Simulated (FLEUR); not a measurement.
# In3As (Pm-3m) in FLEUR: a series of runs

One crystal, In3As, is run at these levels: PBEsol; tasks: equation of state.

Everything below comes from runs of FLEUR MaX-R8.1 (later development tree). Logs are shortened: lines on timing, memory, paths and dates and some standing lists are left out, and cuts for length are marked.

## Step 1: Starting point

The structure is cubic, space group Pm-3m (No. 221). The conventional cell has a = 4.672 Å, b = 4.672 Å, c = 4.672 Å, α = 90.00°, β = 90.00°, γ = 90.00°. In (site symmetry 4/mmm) has 8 In at 3.30 Å and 4 As at 3.30 Å as nearest neighbours. As (site symmetry m-3m) has 12 In at 3.30 Å as nearest neighbours.

The cell comes from a database or a generator and needn't be the stable form of this composition.

## Step 2: Equation of state, PBEsol, 23.96 Å³/atom (volume scaled by 0.94)

Input file inp.xml:

```xml
<?xml version="1.0" encoding="UTF-8" standalone="no"?>
<fleurInput fleurInputVersion="0.39">
   <comment>
      In3As                                                                                               
   </comment>
   <calculationSetup>
      <cutoffs Kmax="4.1" Gmax="12.7" GmaxXC="12.7" numbands="0"/>
      <scfLoop itmax="60" minDistance="0.00001" maxIterBroyd="15" imix="Anderson" alpha="0.05" precondParam="0.0" spinf="2.0" sdNocoIR="T"/>
      <coreElectrons ctail="T" frcor="F" kcrel="0" coretail_lmax="0"/>
      <xcFunctional name="PBEs" relativisticCorrections="F"/>
      <magnetism jspins="1"/>
      <soc l_soc="F" theta="0.0" phi="0.0" spav="F"/>
      <expertModes spex="0" secvar="F"/>
      <geometryOptimization l_f="F" forcealpha="1.0" forcemix="BFGS" epsdisp="0.0005" epsforce="0.0002"/>
      <ldaU l_linMix="F" mixParam="0.05" spinf="1.0"/>
   </calculationSetup>
   <cell>
      <bzIntegration valenceElectrons="84.0" mode="hist" fermiSmearingEnergy="0.00183747">
         <kPointListSelection listName="default-1"/>
         <!-- k-points included here -->
         <xi:include xmlns:xi="http://www.w3.org/2001/XInclude" href="kpts.xml"> </xi:include>
      </bzIntegration>
      <!-- symmetry operations included here -->
      <xi:include xmlns:xi="http://www.w3.org/2001/XInclude" href="sym.xml"> </xi:include>
      <bulkLattice scale="0.9795861087">
         <bravaisMatrix>
            <row-1>    8.8281976314974528     0.0000000000000000     0.0000000000000000</row-1>
            <row-2>    0.0000000000000000     8.8281976314974528     0.0000000000000000</row-2>
            <row-3>    0.0000000000000000     0.0000000000000000     8.8281976314974528</row-3>
         </bravaisMatrix>
      </bulkLattice>
   </cell>
   <atomSpecies>
      <species name="Indium (In)" element="In" atomicNumber="49">
[... 18 lines left out ...]
         <electronConfig flipSpins="F">
            <coreConfig>(1s1/2) (2s1/2) (2p1/2) (2p3/2) (3s1/2)</coreConfig>
            <valenceConfig>(3p1/2) (3p3/2) (4s1/2) (3d3/2) (3d5/2) (4p1/2) (4p3/2)</valenceConfig>
            <stateOccupation state="(4p1/2)" spinUp="0.500000" spinDown="0.500000"/>
            <stateOccupation state="(4p3/2)" spinUp="1.000000" spinDown="1.000000"/>
         </electronConfig>
         <energyParameters s="4" p="4" d="3" f="4"/>
         <lo type="SCLO" l="1" n="3" eDeriv="0"/>
         <lo type="SCLO" l="1" n="3" eDeriv="1"/>
         <lo type="HELO" l="2" n="4" eDeriv="0"/>
         <lo type="HELO" l="2" n="4" eDeriv="1"/>
         <lo type="SCLO" l="0" n="4" eDeriv="2"/>
         <lo type="SCLO" l="3" n="4" eDeriv="2"/>
      </species>
   </atomSpecies>
   <atomGroups>
      <atomGroup species="Indium (In)">
         <relPos label="                   1">1.000/2.000 1.000/2.000 .0000000000</relPos>
         <relPos label="                   2">1.000/2.000 .0000000000 1.000/2.000</relPos>
         <relPos label="                   3">.0000000000 1.000/2.000 1.000/2.000</relPos>
         <force calculate="T" relaxXYZ="TTT"/>
      </atomGroup>
      <atomGroup species="Arsenic (As)">
         <relPos label="                   4">.0000000000 .0000000000 .0000000000</relPos>
         <force calculate="T" relaxXYZ="TTT"/>
      </atomGroup>
   </atomGroups>
   <output dos="F" band="F" slice="F">
      <checks vchk="F" cdinf="F"/>
      <bandDOS minEnergy="-.5*Htr" maxEnergy="0.5*Htr" sigma="0.015" storeEVData="T"/>
      <vacuumDOS vacdos="F" integ="F" star="F" nstars="0" locx1="0.0" locy1="0.0" locx2="0.0" locy2="0.0" nstm="0" tworkf="0.0"/>
      <unfoldingBand unfoldBand="F" supercellX="1" supercellY="1" supercellZ="1"/>
      <plotting iplot="0" polar="F">
         <plot TwoD="T" vec1="  1.0  0.0  0.0" vec2="  0.0  1.0  0.0" vec3="  0.0  0.0  1.0" zero="  0.0  0.0  0.0" file="plot"/>
      </plotting>
      <chargeDensitySlicing numkpt="0" minEigenval="0.0" maxEigenval="0.0" nnne="0" pallst="F"/>
      <specialOutput eonly="F"/>
      <moessbauerParams electricFieldGradient="T" isomerShift="T" coreHyperfine="T" valenceHyperfine="T"/>
      <magneticCircularDichroism mcd="F" energyLo="-10.0" energyUp="0.0"/>
   </output>
  <!-- We include the file relax.xml here to enable relaxations (see documentation) -->
  <xi:include xmlns:xi="http://www.w3.org/2001/XInclude" href="relax.xml"> <xi:fallback/> </xi:include>
</fleurInput>
```

Potentials or basis: all-electron, FLAPW.

On the command line:

```
> inpgen -f crystal.txt -profile fastHighL
> # inp.xml edited to the form shown
> fleur_MPI
```

Standard output:

```text
Welcome to FLEUR        (www.flapw.de)
      MaX-Release 8.1          (www.max-centre.eu)

 ========== k-point set info ==========
 Selected k-point list: default-1
 k-point list type: mesh
 6 x 6 x 6
 Number of k points: 20

 ------------Calculation Setup---------------------------
 Number of MPI-tasks      :            1
 Number of PE/node        :            1
 Number of OMP-threads    :            1
 Most efficient MPI parallelization for:
           1           2           4           5          10          20
 Additional eigenvalue parallelization possible
 Number of basis functions:          936
 Approximate size of matrices (H+S) per k-point:         0.013 GB
 --------------------------------------------------------
 Iteration:     1   Distance:       4.49942834 me/bohr^3
 Iteration:     2   Distance:       4.07813756 me/bohr^3
 Iteration:     3   Distance:       2.42955896 me/bohr^3
 Iteration:     4   Distance:       0.98615306 me/bohr^3
 Iteration:     5   Distance:       0.79421774 me/bohr^3
 Iteration:     6   Distance:       0.09612554 me/bohr^3
 Iteration:     7   Distance:       0.07976845 me/bohr^3
 Iteration:     8   Distance:       0.03007673 me/bohr^3
 Iteration:     9   Distance:       0.00814955 me/bohr^3
 Iteration:    10   Distance:       0.01030706 me/bohr^3
 Iteration:    11   Distance:       0.00123154 me/bohr^3
 Iteration:    12   Distance:       0.00028254 me/bohr^3
 Iteration:    13   Distance:       0.00015607 me/bohr^3
 Iteration:    14   Distance:       0.00001745 me/bohr^3
 Iteration:    15   Distance:       0.00002359 me/bohr^3
 Iteration:    16   Distance:       0.00001986 me/bohr^3
 Iteration:    17   Distance:       0.00000816 me/bohr^3

 ********************************************************************
 Run finished successfully
 Stop message:
   all done
 ********************************************************************
```

Wall time 3 min (1 thread of Arm Neoverse V1, shared host); peak memory 0.09 GiB.

Results:

```yaml
Free_energy: -541541.5441 eV
Band_gap_on_the_k_mesh: none (metal or under the smearing width)
Valence_electrons_inside_the_program's_atomic_spheres: In 19.44; As 19.89 (radii In 2.66, As 2.66 bohr)
```

## Step 3: Equation of state, PBEsol, 24.47 Å³/atom (volume scaled by 0.96)

Changes to inp.xml since step 2:

```diff
@@ -24,3 +24,3 @@
       <xi:include xmlns:xi="http://www.w3.org/2001/XInclude" href="sym.xml"> </xi:include>
-      <bulkLattice scale="0.9795861087">
+      <bulkLattice scale="0.9864848297">
          <bravaisMatrix>
```

Potentials or basis: all-electron, FLAPW.

On the command line:

```
> inpgen -f crystal.txt -profile fastHighL
> # inp.xml edited to the form shown
> fleur_MPI
```

It took 2.7 min on 1 thread of Arm Neoverse V1, shared host; peak memory 0.09 GiB.

Results (log left out):

```yaml
Free_energy: -541541.5423 eV
Band_gap_on_the_k_mesh: none (metal or under the smearing width)
Valence_electrons_inside_the_program's_atomic_spheres: In 19.42; As 19.87 (radii In 2.66, As 2.66 bohr)
```

## Step 4: Equation of state, PBEsol, 24.98 Å³/atom (volume scaled by 0.98)

Changes to inp.xml since step 3:

```diff
@@ -24,3 +24,3 @@
       <xi:include xmlns:xi="http://www.w3.org/2001/XInclude" href="sym.xml"> </xi:include>
-      <bulkLattice scale="0.9864848297">
+      <bulkLattice scale="0.9932883884">
          <bravaisMatrix>
```

On the command line:

```
> inpgen -f crystal.txt -profile fastHighL
> # inp.xml edited to the form shown
> fleur_MPI
```

Run time: 2.8 min. Hardware: 1 thread of Arm Neoverse V1, shared host; peak memory 0.09 GiB.

The run converged. Its results:

```
Free energy                                           : -541541.5281 eV
Band gap on the k mesh                                : none (metal or under the smearing width)
Valence electrons inside the program's atomic spheres : In 19.41; As 19.85 (radii In 2.66, As 2.66 bohr)
```

## Step 5: Equation of state, PBEsol, 25.49 Å³/atom

Changes to inp.xml since step 4:

```diff
@@ -24,3 +24,3 @@
       <xi:include xmlns:xi="http://www.w3.org/2001/XInclude" href="sym.xml"> </xi:include>
-      <bulkLattice scale="0.9932883884">
+      <bulkLattice scale="1.0000000000">
          <bravaisMatrix>
```

On the command line:

```
> inpgen -f crystal.txt -profile fastHighL
> # inp.xml edited to the form shown
> fleur_MPI
```

It took 3.3 min on 1 thread of Arm Neoverse V1, shared host; peak memory 0.1 GiB.

Results (log left out):

```yaml
Free_energy: -541541.5030 eV
Band_gap_on_the_k_mesh: none (metal or under the smearing width)
Valence_electrons_inside_the_program's_atomic_spheres: In 19.40; As 19.84 (radii In 2.66, As 2.66 bohr)
```

## Step 6: Equation of state, PBEsol, 26.00 Å³/atom (volume scaled by 1.02)

Changes to inp.xml since step 5:

```diff
@@ -24,3 +24,3 @@
       <xi:include xmlns:xi="http://www.w3.org/2001/XInclude" href="sym.xml"> </xi:include>
-      <bulkLattice scale="1.0000000000">
+      <bulkLattice scale="1.0066227096">
          <bravaisMatrix>
```

Potentials or basis: all-electron, FLAPW.

On the command line:

```
> inpgen -f crystal.txt -profile fastHighL
> # inp.xml edited to the form shown
> fleur_MPI
```

Wall time 3.4 min (1 thread of Arm Neoverse V1, shared host); peak memory 0.1 GiB.

It converged, with:

```yaml
Free_energy: -541541.4681 eV
Band_gap_on_the_k_mesh: none (metal or under the smearing width)
Valence_electrons_inside_the_program's_atomic_spheres: In 19.38; As 19.82 (radii In 2.66, As 2.66 bohr)
```

## Step 7: Equation of state, PBEsol, 26.51 Å³/atom (volume scaled by 1.04)

Changes to inp.xml since step 6:

```diff
@@ -24,3 +24,3 @@
       <xi:include xmlns:xi="http://www.w3.org/2001/XInclude" href="sym.xml"> </xi:include>
-      <bulkLattice scale="1.0066227096">
+      <bulkLattice scale="1.0131594038">
          <bravaisMatrix>
```

On the command line:

```
> inpgen -f crystal.txt -profile fastHighL
> # inp.xml edited to the form shown
> fleur_MPI
```

It took 3.6 min on 1 thread of Arm Neoverse V1, shared host; peak memory 0.1 GiB.

The run converged. Its results:

```yaml
Free_energy: -541541.4248 eV
Band_gap_on_the_k_mesh: none (metal or under the smearing width)
Valence_electrons_inside_the_program's_atomic_spheres: In 19.37; As 19.81 (radii In 2.66, As 2.66 bohr)
```

## Step 8: Equation of state, PBEsol, 27.02 Å³/atom (volume scaled by 1.06)

Changes to inp.xml since step 7:

```diff
@@ -24,3 +24,3 @@
       <xi:include xmlns:xi="http://www.w3.org/2001/XInclude" href="sym.xml"> </xi:include>
-      <bulkLattice scale="1.0131594038">
+      <bulkLattice scale="1.0196128224">
          <bravaisMatrix>
```

On the command line:

```
> inpgen -f crystal.txt -profile fastHighL
> # inp.xml edited to the form shown
> fleur_MPI
```

It took 3.5 min on 1 thread of Arm Neoverse V1, shared host; peak memory 0.1 GiB.

Results (log left out):

```
Free energy                                           : -541541.3739 eV
Band gap on the k mesh                                : none (metal or under the smearing width)
Valence electrons inside the program's atomic spheres : In 19.36; As 19.80 (radii In 2.66, As 2.66 bohr)
```

## Step 9: Equation of state, PBEsol

Potentials or basis: all-electron, FLAPW.

No new run: the results of the series are fitted here.

What came out:

```yaml
Equilibrium_volume: 24.14 Å³/atom
Bulk_modulus: 50 GPa
Pressure_derivative_of_the_bulk_modulus: 4.8
```

Energy against volume, from the lowest point:
```
volume (Å³/atom)  energy (meV/atom)
          23.960               0.00
          24.470               0.46
          24.980               4.02
          25.489              10.30
          25.999              19.00
          26.509              29.83
          27.019              42.55
```
